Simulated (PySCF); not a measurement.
# C2HBCl2: the cost of one run

Programs: PySCF 2.14.0, with density-fitted response routines of our own. Each step states its level of theory. These are calculated values for one molecule in the gas phase, unless marked as measured. Atoms count from 0, in the outputs and in this text.

## 1. The molecule as given

6 atoms, charge 0, multiplicity 1; geometry from: GFN2-xTB. The atoms were then displaced at random by about 0.01 Å, so the start is not that level's minimum.

Bonds of the start (Å): C0–C1 1.23, C1–B2 1.52, B2–Cl3 1.69, B2–Cl4 1.71, C0–H5 1.02.

## 2. Relaxing the molecule at PBE0-D3(BJ)/def2-SVP

What the job is given:

```
{"job": {"xc": "PBE0", "basis": "def2-SVP", "d3": "d3bj", "grid": 1, "shake": 0.01, "kind": "geom"}, "charge": 0, "multiplicity": 1}
C      1.652290    -0.377910    -0.062760
C      0.449640    -0.102350    -0.023890
B     -1.039520     0.218290     0.027260
Cl    -2.096080    -0.937830     0.648940
Cl    -1.597470     1.739660    -0.525040
H      2.655310    -0.569870    -0.109180
```

The run is started by

```
> OMP_NUM_THREADS=1 python probes_run.py task.json out
```

One launch serves the whole session: the jobs run in the order shown.

**Question.** How long does this first job take on 1 thread of Arm Neoverse V2, shared host, and how much memory does it need?

About 13 s, with a peak of 0.35 GiB.
